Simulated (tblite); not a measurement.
# C2H12Ge2OSi: the cost of one run

Computed with tblite 0.8.0 and PySCF 2.14.0, with density-fitted response routines of our own, on a single molecule in the gas phase. Atoms count from 0, in the outputs and in this text.

**1. The starting structure**

18 atoms, charge 0, multiplicity 1; geometry from: force field or distance geometry start.

Bonds of the start (Å): C0–C1 1.50, C1–O2 1.40, O2–Ge3 1.79, Ge3–Si4 2.30, Ge3–Ge5 2.39, C0–H6 1.12, C0–H7 1.11, C0–H8 1.11, C1–H9 1.13, C1–H10 1.12, Ge3–H11 1.56, Si4–H12 1.48, Si4–H13 1.47, Si4–H14 1.48, Ge5–H15 1.55, Ge5–H16 1.56, Ge5–H17 1.55.

**2. Relaxing the molecule with GFN2-xTB**

Job settings and geometry (Å):

```
{"job": {"kind": "relax", "xc": "GFN2-xTB", "basis": "xTB"}, "charge": 0, "multiplicity": 1}
C     -2.999400    -0.708400    -0.150400
C     -1.569400    -0.756000     0.316100
O     -0.896400     0.413900    -0.062400
Ge     0.803000     0.314100     0.482600
Si     1.749600     2.413100     0.461700
Ge     2.033300    -1.123400    -0.981500
H     -3.522600     0.173000     0.296000
H     -3.034400    -0.614700    -1.252200
H     -3.534500    -1.635000     0.156500
H     -1.572100    -0.860900     1.439600
H     -1.086400    -1.656800    -0.133100
H      0.865000    -0.253900     1.938600
H      0.995600     3.304900     1.364100
H      3.153900     2.327100     0.895600
H      1.699400     2.953700    -0.914200
H      1.418700    -2.543200    -0.940900
H      3.516000    -1.182400    -0.509000
H      1.971800    -0.558800    -2.418800
```

Run with:

```
> OMP_NUM_THREADS=1 python probes_run.py task.json out
```

This one command runs all jobs of the session in turn.

Q: Estimate the wall time of this first job on 1 thread of AMD EPYC 7R43, shared host.

About 1.3 s.
